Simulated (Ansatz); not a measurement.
Predict the output of the script below (the Ansatz DFT code, driven from Python).

`sriro3.cif`
```cif
data_SrIrO3
_cell_length_a 3.998048
_cell_length_b 3.998048
_cell_length_c 3.998048
_cell_angle_alpha 90.00000
_cell_angle_beta 90.00000
_cell_angle_gamma 90.00000
_symmetry_space_group_name_H-M 'P 1'
_symmetry_Int_Tables_number 1
loop_
_symmetry_equiv_pos_as_xyz
'x, y, z'
loop_
_atom_site_label
_atom_site_type_symbol
_atom_site_fract_x
_atom_site_fract_y
_atom_site_fract_z
Sr1 Sr    0.000000    0.000000    0.000000
Ir2 Ir    0.500000    0.500000    0.500000
O3 O    0.500000    0.500000    0.000000
O4 O    0.500000    0.000000    0.500000
O5 O    0.000000    0.500000    0.500000
```

Script `run_xc.py`:
```python
# -*- coding: utf-8 -*-
'''Functional comparison for SrIrO3 (totals differ with the potentials too).'''

import warnings

import ansatz
from ase.io import read

warnings.simplefilter('ignore', ansatz.DeckWarning)

atoms = read('sriro3.cif')
structure = ansatz.Crystal.from_ase(atoms)

calculation = (
    structure.calculation()
    .basis(34 * ansatz.Ry)
    .kpoints(spacing=0.29)
    .occupations('Fermi-Dirac', width=0.1)  # smearing steadies the SCF of a metal
)

rows = []
for value in ['lda', 'blyp', 'pbesol']:
    report = calculation.functional(value).run(threads=1).report
    rows.append((value, report['free_energy_ev'] / len(report['lattice']['sites']), report['n_iterations'], report['n_kpoints']))

print('  functional   F/atom (eV)    iterations      k-points')
for row in rows:
    print(f'{str(row[0]):>12s}  {row[1]:12.5f}  {row[2]:12d}  {row[3]:12d}')
```

```console
$ python run_xc.py
  functional   F/atom (eV)    iterations      k-points
         lda   -3354.78792             8            20
        blyp   -3445.19383             7            20
      pbesol   -3394.79634             8            20
```

Notes:
- The cell holds an odd number of electrons and is run without spin, so a magnetic state may lie lower.
- BLYP can be off by several per cent in the lattices of metals, and by several GPa in the pressure at a fixed cell.
- The mesh is modest for a metal, so energies can be off by several to tens of meV an atom and pressures by half a GPa or more; differences at equal mesh fare better.
- Spin-orbit coupling, which matters for elements this heavy, is left out.
- The structure comes from a database of computed cells and needn't be a stable or known phase.
- Total energies of different functionals can't be compared; pressures, moments and gaps at this one structure can.
- It ran for 5.9 s on 1 thread of Arm Neoverse V2, on a shared host, peak memory 0.46 GiB.
